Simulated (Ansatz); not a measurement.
Crystal: Ba2Tl5V3O12.

```
Ba V Tl O
1.0
     6.49009   -6.67692    0.00000
     6.49009    6.67692    0.00000
    -2.00957    0.00000    5.73760
Ba V Tl O
2 3 5 12
Direct
  0.47917 0.52083 0.00000
  0.79264 0.20736 0.00000
  0.65694 0.94605 0.25735
  0.05395 0.34306 0.74265
  0.57442 0.42558 0.50000
  0.49835 0.85629 0.63726
  0.14371 0.50165 0.36274
  0.01508 0.98492 0.50000
  0.30964 0.12677 0.21892
  0.87323 0.69036 0.78108
  0.00390 0.26325 0.44275
  0.59719 0.60676 0.67706
  0.91333 0.42820 0.84635
  0.52536 0.79943 0.20594
  0.68766 0.41628 0.31356
  0.09251 0.20316 0.88601
  0.58372 0.31234 0.68644
  0.79684 0.90749 0.11399
  0.57180 0.08667 0.15365
  0.20057 0.47464 0.79406
  0.73675 0.99610 0.55725
  0.39324 0.40281 0.32294
```

The cell was built by a generator and needn't be a form met in nature.

Program: Ansatz 0.2.0. Alike in all runs: task band structure; potentials or basis Ansatz PAW; spin collinear, ferromagnetic start; cell as given; k mesh 3 × 3 × 5; smearing fermi-dirac 0.05 eV.

Problem. Order these runs on this cell by their band gap on the k mesh, lowest first.
A. level revPBE; cutoff (eV) 420
B. level r2SCAN; cutoff (eV) 500
C. level LDA; cutoff (eV) 420

Solution. C (2.79 eV), A (3.00 eV), B (3.24 eV).

Caveats: spin-orbit coupling is left out, which as a rule narrows the gap of such compounds by several tenths of an eV; the magnetic or orbital state may not be the lowest (some runs).

A k mesh can miss the band edges.

Not every run made on this cell is shown here.
